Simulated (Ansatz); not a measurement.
**TaHO (singlet): the correlation ladder at distance Ta1–O2 = 1.431 Å, def2-SVP**

An exercise on one series of results from a longer session: the logs are not shown, and one member is left open.

Computed with Ansatz 0.2.0, Gaussian basis. Level: def2-SVP, core rule «outside noble gas», up to 5 orbitals frozen.

Plan: UHF; CCSD(T) on RHF; CCSD(T) on UHF; CISD; CCSDT(Q) on RHF; CCSDT(Q) on UHF; CASSCF and MRCISD+Q, 2 electrons in 2 orbitals; CASSCF and NEVPT2, 2 electrons in 2 orbitals; CASSCF and NEVPT2, 12 electrons in 11 orbitals.

32 further runs of the same task are left out: 10 for a known fault of the program, 3 for a mislabelled method, 14 that didn't finish, 5 set aside as unsound or not needed.

## The system

The geometry derives from a PBE0/def2-TZVP stationary point (not a proven minimum). One bond is set to the value named and the two fragments are kept rigid. No spin-orbit coupling is included. Elements past krypton take def2 core potentials.

3 atoms, charge 0, spin multiplicity 1.

Atoms are counted from 1 here; the program's logs count them from 0.

Bond lengths: Ta1–O2 1.431 Å, Ta1–H3 2.385 Å, O2–H3 0.954 Å. Angles: O2–Ta1–H3 0.0°, Ta1–O2–H3 180.0°, Ta1–H3–O2 0.0°.

The first run:

in.yaml reads:

```yaml
crystal:
  periodic: [false, false, false]
  atoms:
    - {symbol: Ta, position_ang: [0.000000, 0.000000, 1.271867]}
    - {symbol: O, position_ang: [0.000000, 0.000000, -0.159133]}
    - {symbol: H, position_ang: [0.000000, 0.000000, -1.112733]}
basis:
  gaussian: {orbitals: def2-SVP}
magnetization: {spin_polarized: true, initial_magnetization: 0}
hamiltonian: {xc: hf}
output: {orbitals: {seedname: orbitals}}
```

Launch:

```sh
> ansatz run in.yaml --threads 1 --pin off --events-out ev --progress --plain --max-ram 2393MiB
```

Steps of the session up to this table: UHF; CCSD(T) on RHF; CCSD(T) on UHF; CISD; CCSDT(Q) on RHF; CCSDT(Q) on UHF; CASSCF and MRCISD+Q, 2 electrons in 2 orbitals; CASSCF and NEVPT2, 2 electrons in 2 orbitals; CASSCF and NEVPT2, 12 electrons in 11 orbitals.

One table of the session follows, with a row left open; its other results are not shown here.

```
        method  from RCCSDT(Q) (kcal/mol)
           RHF                    +194.78
           UHF                    +180.32
          RMP2                     +13.02
          UMP2                      +2.51
         RCCSD                      +7.15
         UCCSD                      -4.80
      RCCSD(T)                      +0.81
      UCCSD(T)                     -11.92
        RCCSDT                      +0.44
        UCCSDT                     -14.02
     RCCSDT(Q)                          0
     UCCSDT(Q)                     -14.72
CASSCF valence                          ?
NEVPT2 valence                     +27.47
```

Q: Estimate the row for CASSCF valence from the others.

As computed: from RCCSDT(Q) (kcal/mol): +111.00. In the column «from RCCSDT(Q) (kcal/mol)» it lies between NEVPT2 valence (+27.47) and UHF (+180.32).

Not comparable, so not listed: CISD (they don't share determinant, frozen orbitals or solution with the rows shown, or repeat one).

Caveats from the session: The determinant is far from a pure spin state, so its energy mixes those of several spin states (harmless only where they are near-degenerate, as at dissociation). Left out of the table: CASSCF pair, NEVPT2 pair, MRCISD pair, MRCISD+Q pair (the active space lost an orbital or holds another state than full CI finds). The program flags UCCSD(T), UCCSDT(Q) as in doubt, so those rows may rest on another solution; read them beside their warnings. Warnings: restricted reference is unstable; spin contamination. Restricted and unrestricted rows rest on different reference determinants; where their highest levels disagree by more than a few hundredths of an eV, they describe different states and don't form one ladder. Warnings in the runs' records: passed over end.
